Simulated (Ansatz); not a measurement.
**CH8AlBOSi: up Jacob's ladder to CCSD(T)**

The task here is to estimate one member of a computed series from the others.

The runs use Ansatz 0.2.0, Gaussian basis; functionals in def2-TZVPP, the program's frozen cores in correlated methods.

The runs, in order: PBE-D4, r2SCAN-D4, PBE0-D4, B3LYP-D4, ωB97X-V, ωB97M-V, B2PLYP; CCSD(T)/def2-TZVPP; MP2/def2-QZVPP; extrapolation to the limit.

### The relaxed structure

An earlier PBE0-D4 in a triple-zeta def2 set relaxation fixed the geometry.

13 atoms, charge 0, spin multiplicity 1.

Atoms are counted from 1 here; the program's logs count them from 0.

Bond lengths: B1–Al2 2.120 Å, B1–H6 1.203 Å, B1–H7 1.201 Å, Al2–Si3 2.455 Å, Al2–C4 1.957 Å, Al2–O5 1.993 Å, Si3–H8 1.494 Å, Si3–H9 1.494 Å, Si3–H10 1.493 Å, C4–O5 1.507 Å, C4–H11 1.088 Å, C4–H12 1.087 Å, O5–H13 0.961 Å. Angles: Al2–B1–H6 123.3°, Al2–B1–H7 122.9°, H6–B1–H7 113.8°, B1–Al2–Si3 125.9°, B1–Al2–C4 116.2°, B1–Al2–O5 111.3°, Si3–Al2–C4 117.8°, Si3–Al2–O5 108.0°, C4–Al2–O5 44.8°, Al2–Si3–H8 113.0°, Al2–Si3–H9 111.4°, Al2–Si3–H10 112.5°, H8–Si3–H9 106.1°, H8–Si3–H10 106.7°, H9–Si3–H10 106.7°, Al2–C4–O5 68.8°, Al2–C4–H11 122.0°, Al2–C4–H12 125.1° and more.

Coordinates:

```
B     0.2805    1.9115    1.3529
Al   -0.0655    0.1225    0.2686
Si   -2.0115   -0.3469   -1.1522
C     1.2608   -1.2982    0.5004
O     1.5690   -0.4589   -0.7123
H     1.2252    2.6305    1.1572
H    -0.4482    2.2951    2.2266
H    -2.3361    0.7726   -2.0860
H    -3.2406   -0.5752   -0.3340
H    -1.8237   -1.5670   -1.9923
H     2.0724   -1.2179    1.2211
H     1.1442   -2.3236    0.1593
H     2.3939    0.0207   -0.5947
```

The first run:

in.yaml

```yaml
crystal:
  periodic: [false, false, false]
  atoms:
    - {symbol: B, position_ang: [0.280520, 1.911516, 1.352942]}
    - {symbol: Al, position_ang: [-0.065482, 0.122498, 0.268595]}
    - {symbol: Si, position_ang: [-2.011460, -0.346938, -1.152188]}
    - {symbol: C, position_ang: [1.260798, -1.298226, 0.500446]}
    - {symbol: O, position_ang: [1.569048, -0.458864, -0.712278]}
    - {symbol: H, position_ang: [1.225240, 2.630485, 1.157196]}
    - {symbol: H, position_ang: [-0.448151, 2.295144, 2.226642]}
    - {symbol: H, position_ang: [-2.336086, 0.772576, -2.085970]}
    - {symbol: H, position_ang: [-3.240647, -0.575191, -0.333979]}
    - {symbol: H, position_ang: [-1.823742, -1.566981, -1.992326]}
    - {symbol: H, position_ang: [2.072368, -1.217880, 1.221067]}
    - {symbol: H, position_ang: [1.144157, -2.323610, 0.159299]}
    - {symbol: H, position_ang: [2.393937, 0.020670, -0.594743]}
basis:
  gaussian: {orbitals: def2-TZVPP}
hamiltonian: {xc: pbe, dispersion: d4}
output: {forces: true, orbitals: {seedname: orbitals}}
```

Command:

```bash
> ansatz run in.yaml --threads 4 --pin off --events-out ev --progress --plain --max-ram 10444MiB
```

Among the steps run: PBE-D4 (GGA); r2SCAN-D4 (meta-GGA); PBE0-D4 (hybrid); B3LYP-D4 (hybrid); ωB97X-V (range-separated); ωB97M-V (range-separated); B2PLYP (double hybrid); CCSD(T) in def2-TZVPP; MP2 in def2-QZVPP.

One table of the session follows, with a row left open; its other results are not shown here.

| method | atomisation energy (eV) |
| --- | --- |
| PBE-D4 | 43.188 |
| r2SCAN-D4 | 43.090 |
| PBE0-D4 | 42.707 |
| B3LYP-D4 | 42.860 |
| ωB97X-V | 43.145 |
| ωB97M-V | ? |
| B2PLYP | 42.315 |
| HF/def2-TZVPP | 31.821 |
| MP2/def2-TZVPP | 42.035 |
| CCSD/def2-TZVPP | 41.314 |
| CCSD(T)/def2-TZVPP | 41.828 |
| MP2/CBS | 43.089 |
| CCSD(T)/CBS | 42.882 |

Q: Estimate the row for ωB97M-V from the others.

**Answer.** atomisation energy (eV): 42.970. In the column «atomisation energy (eV)» it lies between CCSD(T)/CBS (42.882) and MP2/CBS (43.089).

To keep in mind: Free atoms (1 B, 1 Al, 1 Si, 1 C, 1 O, 8 H) were run apart at each level; the atomisation energy is their sum less the molecule, without zero-point or spin-orbit terms.
